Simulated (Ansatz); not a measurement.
# InH3F− ([InFH3]-) at 6 levels

We compute a comparison of 6 runs (HF/STO-3G, PBE/STO-3G, PBE0/STO-3G, RPA@PBE/STO-3G, CCSDT(Q)/STO-3G, CCSD/STO-3G) of InH3F− ([InFH3]-). 

The results are computed with Ansatz 0.2.0.

4 further runs of the same task are left out: 4 that didn't finish.

### 1 Starting point

The species is InH3F− (5 atoms), meant as a singlet with charge -1. As SMILES, `[H][In-]([H])([H])[F]`. The H5–In1 distance was set to 4.265 Å, away from the relaxed value. At this shape a bond of the SMILES string is far longer than usual.

Bond lengths: In1–F2 2.018 Å, In1–H3 1.705 Å, In1–H4 1.704 Å. Angles: F2–In1–H3 105.4°, F2–In1–H4 105.3°, H3–In1–H4 113.6°.

### 2 The energy at HF/STO-3G (run 1)

The input, run.yaml:

```yaml
basis:
  gaussian:
    orbitals: STO-3G
crystal:
  periodic: [false, false, false]
  atoms:
    - {symbol: In, position_ang: [1.238627, 2.136114, 0.550605]}
    - {symbol: F, position_ang: [1.246437, 2.113724, 2.568505]}
    - {symbol: H, position_ang: [2.880747, 2.142654, 0.091775]}
    - {symbol: H, position_ang: [0.404657, 3.558334, 0.119995]}
    - {symbol: H, position_ang: [-0.822880, -1.418880, -0.591010]}
accuracy: high
hamiltonian:
  xc: hf
total_charge: -1
```

Command:

```console
$ ansatz run run.yaml --threads 1 --pin off --max-ram 2610MiB --events-out events.jsonl --progress --plain --runs-dir runs
```

The program printed:

```text
Warning: RAYON_NUM_THREADS=1 ignored (pool sized by the plan → 1); use --threads N
Functional definition: HF
  name "HF"
  exchange = exact_x
  correlation = 0
636 factors; integrals over basis functions are off by at most 4.0e-9 eV
mean field evaluation 1: about -157341.1002 eV, gradient 9.4e0 eV
mean field evaluation 2: about -157341.1208 eV, gradient 9.4e0 eV
mean field evaluation 4: about -157342.4873 eV, gradient 3.3e0 eV
mean field evaluation 8: about -157342.6858 eV, gradient 2.3e-3 eV
mean field -157342.68579434 eV, -5782.2370522391 hartree, gradient 9.0e-8 eV, S^2 0.000000; 0 other end points of the search recorded, 0 dependent functions left out
reference -157342.68579434 eV, -5782.2370522391 hartree; 31, 31 occupied and 4, 4 virtual orbitals, 636 factors
Total energy: -157342.68579434 eV, -5782.2370522391 hartree
```

Wall time 0.44 s (1 thread of Arm Neoverse V2, shared host); peak memory 0.08 GiB.

### 3 The energy at PBE/STO-3G (run 2)

The input, input.yaml:

```yaml
basis:
  gaussian: {orbitals: STO-3G}
crystal:
  periodic: [false, false, false]
  atoms:
    - {symbol: In, position_ang: [1.238627, 2.136114, 0.550605]}
    - {symbol: F, position_ang: [1.246437, 2.113724, 2.568505]}
    - {symbol: H, position_ang: [2.880747, 2.142654, 0.091775]}
    - {symbol: H, position_ang: [0.404657, 3.558334, 0.119995]}
    - {symbol: H, position_ang: [-0.822880, -1.418880, -0.591010]}
total_charge: -1
hamiltonian: {xc: {name: PBE}}
accuracy: high
```

Command:

```console
$ ansatz run input.yaml --threads 1 --pin off --max-ram 2610MiB --events-out events.jsonl --progress --plain --runs-dir runs
```

The program printed:

```text
Warning: RAYON_NUM_THREADS=1 ignored (pool sized by the plan → 1); use --threads N
Functional definition: PBE
  name "PBE"
  parameter kappa = 0.804
  parameter beta = 0.06672455060314922
  exchange = pbe_x(kappa = kappa, mu = beta*pi^2/3)
  correlation = pbe_c(beta = beta)
636 factors; integrals over basis functions are off by at most 4.0e-9 eV
mean field evaluation 1: about -157328.6127 eV, gradient 1.2e2 eV
mean field evaluation 2: about -157348.9641 eV, gradient 3.1e1 eV
mean field evaluation 4: about -157235.9424 eV, gradient 2.1e2 eV
mean field evaluation 8: about -157368.1113 eV, gradient 5.4e1 eV
mean field evaluation 16: about -157391.8972 eV, gradient 1.3e-3 eV
mean field -157391.89724474 eV, -5784.0455396844 hartree, gradient 4.3e-8 eV, S^2 0.000000; 0 other end points of the search recorded, 0 dependent functions left out
reference -157391.89724689 eV, -5784.0455397636 hartree; 31, 31 occupied and 4, 4 virtual orbitals, 636 factors
Total energy: -157391.89724689 eV, -5784.0455397636 hartree
```

Run time: 2.1 s. Hardware: 1 thread of Arm Neoverse V2, shared host; peak memory 0.098 GiB.

Runs 3 to 5 aren't shown in full; the table further down has their settings and results.

### 4 The energy at CCSD/STO-3G (run 6)

The input, job.yaml:

```yaml
basis:
  gaussian: {orbitals: STO-3G}
crystal:
  periodic: [false, false, false]
  atoms:
    - {symbol: In, position_ang: [1.238627, 2.136114, 0.550605]}
    - {symbol: F, position_ang: [1.246437, 2.113724, 2.568505]}
    - {symbol: H, position_ang: [2.880747, 2.142654, 0.091775]}
    - {symbol: H, position_ang: [0.404657, 3.558334, 0.119995]}
    - {symbol: H, position_ang: [-0.822880, -1.418880, -0.591010]}
total_charge: -1
correlation: {method: ccsd, frozen_orbitals: {F: 1, H: 0, In: 18}}
accuracy: high
scf: {omitted_lower_state_checks: [cluster_reference, increment]}
```

Command:

```console
$ ansatz run job.yaml --threads 1 --pin off --max-ram 2610MiB --events-out events.jsonl --progress --plain --runs-dir runs
```

The program printed:

```text
Warning: RAYON_NUM_THREADS=1 ignored (pool sized by the plan → 1); use --threads N
[... 11 lines left out ...]
19 core orbitals not correlated: weight in the atoms' cores, before any rotation towards them, 1.000 or more for the frozen orbitals, at most 0.000 for the correlated occupied ones
[... 34 lines left out ...]
WARN: these amplitudes may be one of several solutions (largest doubles amplitude 1.24, level shift 5.75 eV)
Total energy: -157347.02907456 eV, -5782.3966648433 hartree
Checks for a lower state left out: cluster_reference, increment
```

It took 0.58 s on 1 thread of Arm Neoverse V2, shared host; peak memory 0.086 GiB.

### 5 All runs side by side

```csv
run,level,frozen core orbitals,energy (Eh),wall time
1,HF/STO-3G,–,-5782.237052,0.44 s
2,PBE/STO-3G,–,-5784.045540,2.1 s
3,PBE0/STO-3G,–,-5784.359937,2.2 s
4,RPA@PBE/STO-3G,19,-5782.457468,3.9 s
5,CCSDT(Q)/STO-3G,19,-5782.403575,1.1 s
6,CCSD/STO-3G,19,-5782.396665,0.58 s
```

### 6 Outcome

```
                                           quantity           value
                                run 6: total energy  -5782.39666 Eh
run 6: correlation energy (19 core orbitals frozen)      -159.6 mEh
                               run 6: T1 diagnostic           0.137
```

**Reading.** Below the HF energy at the same shape and in the same basis (STO-3G): CCSDT(Q) -166.5 mEh; CCSD -159.6 mEh. Totals of different functionals can't be ranked against each other. In run 6 the T1 diagnostic is large, so a single reference may not serve. In runs 4, 5, 6 the log says that unrestricted orbitals would lower the reference, so the values rest on an unstable closed-shell determinant (other closed-shell runs at this shape may share the fault). In runs 1, 2, 3, 4, 5, 6 the basis is minimal, so the values are rough. In runs 1, 2, 3, 4, 5, 6 relativity is left out where basis or elements ask for it. All runs together took 10 s, the longest 3.9 s.
